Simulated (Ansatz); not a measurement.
## BiBr3 in a box, plane waves

Ansatz 0.2.0, DFT PBE, scalar-relativistic, plane waves, PAW, molecule in a box. The geometry was relaxed with Gaussian bases (BP86; Bi def2-SVP with ECP60, Br def2-SVP).

```yaml
crystal:
  lattice:
    - [12.54, 0.0, 0.0]
    - [0.0, 13.09, 0.0]
    - [0.0, 0.0, 10.19]
  atoms:
    - { symbol: Bi, position: [0.45292026, 0.49985791, 0.55830128] }
    - { symbol: Br, position: [0.64105423, 0.49985943, 0.44160942] }
    - { symbol: Br, position: [0.35885167, 0.65594041, 0.44160942] }
    - { symbol: Br, position: [0.35885407, 0.34377387, 0.44160942] }
basis:
  ecutwfc: 420
  ecutrho_ratio: 4
kpoints:
  mp_grid: { grid: [1, 1, 1] }
hamiltonian:
  xc: pbe
scf:
  occupations: { method: gaussian, width: 0.01 }
output:
  forces: true
  eigenvalues: true
  populations: true
```

Command:
```sh
ansatz run input.yaml --threads 2 --pin off --max-ram 5120MiB --backend cpu --events-out ev --progress --plain --runs-dir out
```
It took 2.9 s on 2 threads of Intel(R) Xeon(R) Platinum 8488C (Sapphire Rapids), with other jobs on the host, peak memory 0.95 GiB.

Q: How does the SCF go?

A: 
```
SCF iter   1: F=—  HF=-20748.416009 eV  |F-HF|=—  |Δ(HF+E_count)|=         —  Δρ=6.32e-4
preconditioner: auto → Resta (q_TF=auto, 1.439 Å⁻¹)  ε∞=1.4  [insulator: Δε(μ)=3.512 eV  Ē_g=6.078 eV  σ=0.010 eV  W_gap=1.00  n_s
SCF iter   2: F=—  HF=-20748.419227 eV  |F-HF|=—  |Δ(HF+E_count)|=   3.22e-3  Δρ=4.07e-4
SCF iter   3: F=—  HF=-20748.418434 eV  |F-HF|=—  |Δ(HF+E_count)|=   7.93e-4  Δρ=1.39e-4
SCF iter   4: F=—  HF=-20748.419817 eV  |F-HF|=—  |Δ(HF+E_count)|=   1.38e-3  Δρ=2.65e-5
SCF iter   5: F=—  HF=-20748.420099 eV  |F-HF|=—  |Δ(HF+E_count)|=   2.82e-4  Δρ=9.84e-6
SCF iter   6: F=—  HF=-20748.420102 eV  |F-HF|=—  |Δ(HF+E_count)|=   3.26e-6  Δρ=3.41e-6
SCF iter   7: F=-20748.420102 eV  HF=-20748.420102 eV  |F-HF|=2.62e-9  |Δ(HF+E_count)|=   1.32e-7  Δρ=1.16e-6
```

Q: Which levels lie next to the highest filled one (eV, counted from it)?

A: Filled: -8.79, -2.13, -2.13, -1.37, -0.38, -0.38, -0.12, -0.12, -0.03, 0.00. Empty: 3.44, 4.10, 4.10, 6.28.

Q: What forces are left at this geometry, relaxed with Gaussian bases (eV/Å)?

A: 
```
Bi   0.00  0.00 -0.29
Br  -0.28  0.00  0.10
Br   0.14 -0.24  0.10
Br   0.14  0.24  0.10
```

The highest of the empty levels listed lie near the vacuum level and may be states of the box.

The forces come from the other functional as well as from the basis.
